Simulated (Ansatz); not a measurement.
# Sn16CO: the cost of one run

Program: Ansatz 0.2.0. Level of theory: DFT PBE+D3(BJ), scalar-relativistic, plane waves, PAW. These are calculated values, not measurements.

2 further runs of the same task are left out: 2 set aside as unsound or not needed.

## 1. The starting structure

Symmetry: P3m1, No. 156, trigonal system. The conventional cell has a = 4.648 Å, b = 4.648 Å, c = 20.744 Å, α = 90.00°, β = 90.00°, γ = 120.00°. Sn (site symmetry 3m) is surrounded by 3 Sn at 2.85 Å. Sn (site symmetry 3m) is surrounded by 4 Sn at 2.85 to 2.95 Å. Sn (site symmetry 3m) has 4 Sn at 2.84 to 2.95 Å in its first shell of neighbours. Around Sn (site symmetry 3m) lie 3 Sn at 2.84 Å.

As a file:

```
Sn
1.0
     9.29642    0.00000    0.00000
    -4.64821    8.05093    0.00000
     0.00000    0.00000   20.74406
Sn
16
Direct
  0.66667 0.33333 0.38565
  0.66667 0.83333 0.38565
  0.16667 0.33333 0.38565
  0.16667 0.83333 0.38565
  0.50000 0.50000 0.43139
  0.50000 0.00000 0.43139
  0.00000 0.50000 0.43139
  0.00000 0.00000 0.43139
  0.00000 0.50000 0.57359
  0.00000 0.00000 0.57359
  0.50000 0.50000 0.57359
  0.50000 0.00000 0.57359
  0.83333 0.66667 0.61883
  0.83333 0.16667 0.61883
  0.33333 0.66667 0.61883
  0.33333 0.16667 0.61883
```

Planes are indexed in the bulk's conventional cell (Fd-3m (No. 227)), a = 6.574 Å, b = 6.574 Å, c = 6.574 Å, α = 90.00°, β = 90.00°, γ = 90.00°.

This (111) slab, 4.7 Å thick as cut, with 16 Å of vacuum, in a 2×2 surface cell; its outer planes are Sn (top) and Sn (bottom), was relaxed beforehand with its lower half held: -96385.7232 eV, work function 4.27 eV.

## 2. CO, upright, over a top (Sn) site

input.yaml reads:

```yaml
crystal:
  lattice:
    - [9.2964173513, 0.0, 0.0]
    - [-4.6482086756, 8.0509335904, 0.0]
    - [0.0, 0.0, 23.8940581139]
  atoms:
    - { symbol: Sn, position: [0.6666666667, 0.3333333333, 0.3348112724] }
    - { symbol: Sn, position: [0.6666666667, 0.8333333333, 0.3348112724] }
    - { symbol: Sn, position: [0.1666666667, 0.3333333333, 0.3348112724] }
    - { symbol: Sn, position: [0.1666666667, 0.8333333333, 0.3348112724] }
    - { symbol: Sn, position: [0.5, 0.5, 0.3745203758] }
    - { symbol: Sn, position: [0.5, 0.0, 0.3745203758] }
    - { symbol: Sn, position: [0.0, 0.5, 0.3745203758] }
    - { symbol: Sn, position: [0.0, 0.0, 0.3745203758] }
    - { symbol: Sn, position: [0.0, 0.5, 0.4979754459] }
    - { symbol: Sn, position: [0.0, 0.0, 0.4979754459] }
    - { symbol: Sn, position: [0.5, 0.5, 0.4979754459] }
    - { symbol: Sn, position: [0.5, 0.0, 0.4979754459] }
    - { symbol: Sn, position: [0.8333333333, 0.6666666667, 0.5372492005] }
    - { symbol: Sn, position: [0.8333333333, 0.1666666667, 0.5372492005] }
    - { symbol: Sn, position: [0.3333333333, 0.6666666667, 0.5372492005] }
    - { symbol: Sn, position: [0.3333333333, 0.1666666667, 0.5372492005] }
    - { symbol: C, position: [0.8333333333, 0.6666666667, 0.6485739486] }
    - { symbol: O, position: [0.8333333333, 0.6666666667, 0.696703069] }
basis:
  ecutwfc: 420
kpoints:
  mp_grid: { grid: [3, 3, 1] }
hamiltonian:
  xc: pbe
  dispersion: d3bj
scf:
  occupations: { method: gaussian, width: 0.1 }
output:
  forces: true
  eigenvalues: true
relax:
  adjacent_minimum: "off"
  f_tol: 0.04
  max_steps: 100
  constraints: [{ sites: [0, 1, 2, 3, 4, 5, 6, 7] }]
efield:
  axis: 3
  dipole_correction: true
  ramp_width: 0.04
```

Run with:

```bash
ansatz run input.yaml --threads 4 --pin off --max-ram 10240MiB --backend cpu --events-out ev --progress --plain --runs-dir out
```

What time and memory should one allow on 4 threads of Intel Xeon 6975P-C (Granite Rapids), shared host?

About 2.8 min, with a peak of 3.3 GiB.
